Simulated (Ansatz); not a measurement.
Runs of Ansatz 0.2.0 on Ti3Se. The structure is hexagonal, space group P-6m2 (No. 187). Conventional cell: a = 3.197 Å, b = 3.197 Å, c = 7.943 Å, α = 90.00°, β = 90.00°, γ = 120.00°. Se (site symmetry -6m2) is surrounded by 6 Ti at 2.58 Å. Ti (site symmetry -6m2) is surrounded by 12 Ti at 2.85 to 3.20 Å. Around Ti (site symmetry 3m) lie 3 Se at 2.58 Å and 3 Ti at 2.85 Å. The cell comes from a database or a generator and needn't be the stable form of this composition.

| task | level | spin | k mesh | cutoff (eV) | points for each segment of the path | atoms under strain | gap on the mesh (eV) | pressure (GPa) | largest force (eV/Å) |
| --- | --- | --- | --- | --- | --- | --- | --- | --- | --- |
| band structure | r2SCAN | off | 10 × 10 × 4 | 500 | 14 | - | none | (b) | (a) |
| band structure | PBEsol | SOC, no magnetisation | 10 × 10 × 4 | 420 | 14 | - | none | -4.4 | 0.10 |
| phonons | PBEsol | off | 8 × 8 × 4 | 420 | - | - | none | - | - |
| elastic constants | PBEsol | off | 8 × 8 × 4 | 420 | - | relaxed | none | -4.2 | - |

Alike in all rows: potentials or basis Ansatz PAW; cell as given; smearing fermi-dirac 0.05 eV.

Fill in the values left out.

(a) 0.07; (b) -0.7.

Caveats: the PAW data sets come from PBE, with cores solved anew for the run's functional, which leaves a small shift of forces and pressure; the cell is more than 3 GPa from zero pressure, which shifts response properties (some runs); elastic constants of metals need much finer meshes, so these are rough (some runs).

A k mesh can miss the band edges, and rows without SOC leave out spin-orbit coupling on Se.

A gap of «none» marks a metal or a gap under the smearing width.

Runs at the PBE level aren't shown here.
